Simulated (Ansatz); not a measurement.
I need a comparison of dispersion corrections of BGeH₅O₃, SMILES OB(O)[O][GeH3]. Use the Python package of Ansatz (0.2.0). Use (for the species named): PBE0, def2-SVP basis, multiplicity 1, D3BJ dispersion.

`bgeh5o3.xyz`
```text
10

O    -0.89850   -0.31680   -1.90410
B     0.17440   -0.58690   -1.03810
O     1.50860   -0.27670   -1.47920
O     0.02190   -1.27700    0.22100
Ge   -0.27000   -0.01130    1.43870
H    -1.22840    0.65580   -1.65190
H     1.74300    0.63460   -1.11350
H    -1.45450    0.89660    1.08410
H    -0.51980   -0.64390    2.87960
H     1.00640    0.87440    1.56650
```

`disp_bgeh5o3.py`
```python
"""Dispersion corrections for BGeH5O3."""

import ansatz

bgeh5o3 = ansatz.Crystal.molecule_from_extxyz("bgeh5o3.xyz")

job = bgeh5o3.calculation().basis(gaussian="def2-SVP")
for name in ["pbe0", "pbe"]:
    for correction in ("d3bj", "d4"):
        r = job.functional(name, dispersion=correction).run(threads=1).report
        print(f"{name:8s} {correction:5s} total {r['free_energy_ev']:.5f} eV, of which dispersion {1000 * r['dispersion']['energy']['ev']:.2f} meV")
```

```console
$ python disp_bgeh5o3.py
pbe0     d3bj  total -63393.06484 eV, of which dispersion -161.98 meV
pbe0     d4    total -63393.06386 eV, of which dispersion -161.00 meV
pbe      d3bj  total -63391.47544 eV, of which dispersion -183.51 meV
pbe      d4    total -63391.48273 eV, of which dispersion -190.79 meV
```

Caveats:
- Total energies depend on the basis set; only differences at equal settings carry meaning.
- The geometry is a force-field or estimated start, not a minimum of this method, and the basis set is short of its limit. D4 holds the three-body term, and d3bj doesn't.
- Finished in 15 s on 1 thread of Arm Neoverse V1, on a shared host, peak memory 0.3 GiB.
